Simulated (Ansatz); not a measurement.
# CH₄BF₃Si: up Jacob's ladder to CCSD(T)

An exercise on one series of results from a longer session: the logs are not shown, and one member is left open.

Computed with Ansatz 0.2.0, Gaussian basis. Level: functionals in def2-TZVPP, the program's frozen cores in correlated methods.

Levels to be run: LDA (SPW92), PBE-D4, revPBE-D4, BLYP-D4, r2SCAN-D4, B97M-V, PBE0-D4, B3LYP-D4, r2SCANh-D4, r2SCAN0-D4, HSE06-D4, BHLYP-D4, CAM-B3LYP-D4, LC-ωPBE, ωB97X-V, ωB97M-V, B2PLYP, PBE-QIDH; CCSD(T)/def2-SVP; CCSD(T)/def2-TZVPP; MP2/def2-QZVPP; extrapolation to the limit; RPA on PBE.

## The relaxed structure

An earlier PBE0-D4 in a triple-zeta def2 set relaxation fixed the geometry.

SMILES `CB[Si](F)(F)F`, 10 atoms, charge 0, spin multiplicity 1.

Atoms are counted from 1 here; the program's logs count them from 0.

Bond lengths: C1–B2 1.543 Å, C1–H7 1.091 Å, C1–H8 1.091 Å, C1–H9 1.108 Å, B2–Si3 2.009 Å, B2–H10 1.198 Å, Si3–F4 1.586 Å, Si3–F5 1.585 Å, Si3–F6 1.585 Å. Angles: B2–C1–H7 116.3°, B2–C1–H8 115.0°, B2–C1–H9 102.0°, H7–C1–H8 110.9°, H7–C1–H9 105.6°, H8–C1–H9 105.4°, C1–B2–Si3 122.8°, C1–B2–H10 120.1°, Si3–B2–H10 117.0°, B2–Si3–F4 113.5°, B2–Si3–F5 111.4°, B2–Si3–F6 111.9°, F4–Si3–F5 106.3°, F4–Si3–F6 106.2°, F5–Si3–F6 107.1°.

As a file:

| atom | x (Å) | y (Å) | z (Å) |
| --- | --- | --- | --- |
| C1 | 0.2761 | -1.4331 | 0.6156 |
| B2 | 0.7316 | -0.0419 | 0.1277 |
| Si3 | -0.5296 | 1.2897 | -0.6935 |
| F4 | -2.0123 | 0.7485 | -0.8431 |
| F5 | -0.0606 | 1.7091 | -2.1481 |
| F6 | -0.6283 | 2.6172 | 0.1665 |
| H7 | -0.6270 | -1.8354 | 0.1550 |
| H8 | 1.0625 | -2.1888 | 0.6558 |
| H9 | 0.0079 | -1.2301 | 1.6709 |
| H10 | 1.8628 | 0.3136 | 0.2962 |

The first run:

Input file in.yaml:

```yaml
crystal:
  periodic: [false, false, false]
  atoms:
    - {symbol: C, position_ang: [0.276149, -1.433125, 0.615618]}
    - {symbol: B, position_ang: [0.731561, -0.041942, 0.127670]}
    - {symbol: Si, position_ang: [-0.529570, 1.289699, -0.693458]}
    - {symbol: F, position_ang: [-2.012335, 0.748499, -0.843081]}
    - {symbol: F, position_ang: [-0.060634, 1.709093, -2.148083]}
    - {symbol: F, position_ang: [-0.628305, 2.617249, 0.166504]}
    - {symbol: H, position_ang: [-0.627028, -1.835366, 0.154963]}
    - {symbol: H, position_ang: [1.062475, -2.188782, 0.655779]}
    - {symbol: H, position_ang: [0.007887, -1.230068, 1.670913]}
    - {symbol: H, position_ang: [1.862800, 0.313642, 0.296172]}
basis:
  gaussian: {orbitals: def2-TZVPP}
hamiltonian: {xc: lda}
output: {orbitals: {seedname: orbitals}}
```

Steps of the session up to this table: LDA; PBE-D4 (GGA); revPBE-D4 (GGA); BLYP-D4 (GGA); r2SCAN-D4 (meta-GGA); B97M-V (meta-GGA); PBE0-D4 (hybrid); B3LYP-D4 (hybrid); r2SCANh-D4 (hybrid); r2SCAN0-D4 (hybrid); HSE06-D4 (hybrid); BHLYP-D4 (hybrid); CAM-B3LYP-D4 (range-separated); LC-ωPBE-D4 (range-separated; the results give it without D4); ωB97X-V (range-separated); ωB97M-V (range-separated); B2PLYP (double hybrid); PBE-QIDH (double hybrid).

One of the session's tables, all rows but one given; the rest of the session is left out.

It belongs to the step «Frontier levels by functional». 

```
  functional  HOMO (eV)  LUMO (eV)  gap (eV)
 LDA (SPW92)      -7.62      -3.79      3.83
      PBE-D4      -7.51      -3.50      4.01
   revPBE-D4      -7.45      -3.37      4.08
     BLYP-D4      -7.44      -3.32      4.12
   r2SCAN-D4      -7.80      -3.18      4.61
      B97M-V      -7.86      -3.25      4.61
     PBE0-D4      -8.90      -2.53      6.37
    B3LYP-D4      -8.72      -2.73      5.99
  r2SCANh-D4      -8.31      -2.85      5.46
  r2SCAN0-D4      -9.09      -2.35      6.73
    HSE06-D4      -8.49      -2.92      5.58
    BHLYP-D4          ?          ?         ?
CAM-B3LYP-D4     -10.34      -1.38      8.96
     LC-ωPBE     -11.65      -0.16     11.49
     ωB97X-V     -11.30      -0.27     11.03
     ωB97M-V     -11.10      -0.52     10.59
```

**Question.** Estimate the row for BHLYP-D4.

Worked estimate for «HOMO (eV)». Against the share of exact exchange, BLYP-D4 (0, -7.44), B3LYP-D4 (0.2, -8.72) give a slope of -6.40 per unit share; at 0.5 the line stands at -10.64.

The run gave: HOMO (eV): -10.25; LUMO (eV): -1.47; gap (eV): 8.78. In «HOMO (eV)» the line misses by -0.39.
